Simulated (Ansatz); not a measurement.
**CH2FNO2Si: one species, many methods**

Aim: compute CH2FNO2Si with functionals from several rungs and with coupled cluster, and see how far each lands from CCSD(T) at the basis-set limit for the atomisation energy.

Method: functionals in def2-TZVPP, the program's frozen cores in correlated methods; program: Ansatz 0.2.0, Gaussian basis.

Plan: LDA (SPW92), PBE-D4, revPBE-D4, BLYP-D4, r2SCAN-D4, B97M-V, PBE0-D4, B3LYP-D4, r2SCANh-D4, r2SCAN0-D4, HSE06-D4, BHLYP-D4, CAM-B3LYP-D4, LC-ωPBE, ωB97X-V, ωB97M-V, B2PLYP, PBE-QIDH; CCSD(T)/def2-SVP; CCSD(T)/def2-TZVPP; MP2/def2-QZVPP; extrapolation to the limit; RPA on PBE.

### Step 1. The geometry

The geometry comes from an earlier relaxation with PBE0-D4 in a triple-zeta def2 set; it is a stationary point, not always the lowest conformer.

SMILES `O=C1N[Si]1(O)F`, 8 atoms, charge 0, spin multiplicity 1.

Atoms are counted from 1 here; the program's logs count them from 0.

Bond lengths: O1–C2 1.191 Å, C2–N3 1.397 Å, C2–Si4 1.840 Å, N3–Si4 1.704 Å, N3–H7 1.015 Å, Si4–O5 1.617 Å, Si4–F6 1.577 Å, O5–H8 0.959 Å. Angles: O1–C2–N3 133.9°, O1–C2–Si4 164.3°, N3–C2–Si4 61.8°, C2–N3–Si4 72.0°, C2–N3–H7 128.6°, Si4–N3–H7 159.3°, C2–Si4–N3 46.2°, C2–Si4–O5 130.4°, C2–Si4–F6 124.3°, N3–Si4–O5 122.4°, N3–Si4–F6 117.9°, O5–Si4–F6 103.7°, Si4–O5–H8 117.8°.

### Step 2. LDA

This LDA is Slater exchange with PW92 correlation.

in.yaml

```yaml
crystal:
  periodic: [false, false, false]
  atoms:
    - {symbol: O, position_ang: [1.986855, 1.097831, 0.977272]}
    - {symbol: C, position_ang: [0.987347, 0.562360, 0.613655]}
    - {symbol: N, position_ang: [0.566886, -0.768993, 0.556582]}
    - {symbol: Si, position_ang: [-0.694667, 0.207879, -0.042980]}
    - {symbol: O, position_ang: [-1.223704, 0.099183, -1.567627]}
    - {symbol: F, position_ang: [-2.019562, 0.307373, 0.806261]}
    - {symbol: H, position_ang: [1.056851, -1.601878, 0.866192]}
    - {symbol: H, position_ang: [-0.567707, 0.039146, -2.265056]}
basis:
  gaussian: {orbitals: def2-TZVPP}
hamiltonian: {xc: lda}
output: {orbitals: {seedname: orbitals}}
```

Further steps of the session: PBE-D4 (GGA); revPBE-D4 (GGA); BLYP-D4 (GGA); r2SCAN-D4 (meta-GGA); B97M-V (meta-GGA); PBE0-D4 (hybrid); B3LYP-D4 (hybrid); r2SCANh-D4 (hybrid); r2SCAN0-D4 (hybrid); HSE06-D4 (hybrid); BHLYP-D4 (hybrid); CAM-B3LYP-D4 (range-separated); LC-ωPBE (range-separated); ωB97X-V (range-separated); ωB97M-V (range-separated); B2PLYP (double hybrid); PBE-QIDH (double hybrid); CCSD(T) in def2-SVP; CCSD(T) in def2-TZVPP; MP2 in def2-QZVPP; RPA on PBE orbitals.

**Question.** What will the summary of the whole plan be? Wanted: atomisation energy, CCSD(T)/CBS; farthest beyond LDA; mean size of error, GGA; mean size of error, meta-GGA; mean size of error, hybrid; mean size of error, range-separated; mean size of error, double hybrid; gap, smallest and largest; T1 diagnostic.

The runs gave:

| quantity | value |
| --- | --- |
| atomisation energy, CCSD(T)/CBS | 36.042 eV |
| functionals within 0.180 eV (0.5 %) | B97M-V, PBE0-D4, B3LYP-D4, HSE06-D4, CAM-B3LYP-D4, LC-ωPBE, ωB97X-V, ωB97M-V |
| farthest beyond LDA | BHLYP-D4 (-2.207 eV) |
| mean size of error, GGA | 0.733 eV |
| mean size of error, meta-GGA | 0.161 eV |
| mean size of error, hybrid | 0.637 eV |
| mean size of error, range-separated | 0.104 eV |
| mean size of error, double hybrid | 0.422 eV |
| gap, smallest and largest | 4.40 eV (LDA (SPW92)), 11.81 eV (LC-ωPBE) |
| T1 diagnostic | 0.0158 |
| triples share of the correlation energy | 4.0 % |

**Reading.** The LDA atomisation energy is off by 7.004 eV (19 %): it overbinds. PBE-D4 is off by +1.548 eV. Double hybrids carry the basis error of their MP2 part in triple zeta, and no dispersion term here, so their miss is partly the set-up's. The rungs range-separated, meta-GGA miss on average by less than the doubt on the reference (0.180 eV), so they tie. Misses under about 0.180 eV are within the doubt on the reference itself, which lacks core-valence correlation, relativity and higher excitations. Hartree-Fock recovers 65 % of the binding; the rest is correlation. CCSD(T) in def2-SVP is off by -3.249 eV, worse than the median functional, from the basis alone. The gap grows from 4.4 to 11.8 eV across the functionals, mostly with the share of exact exchange.
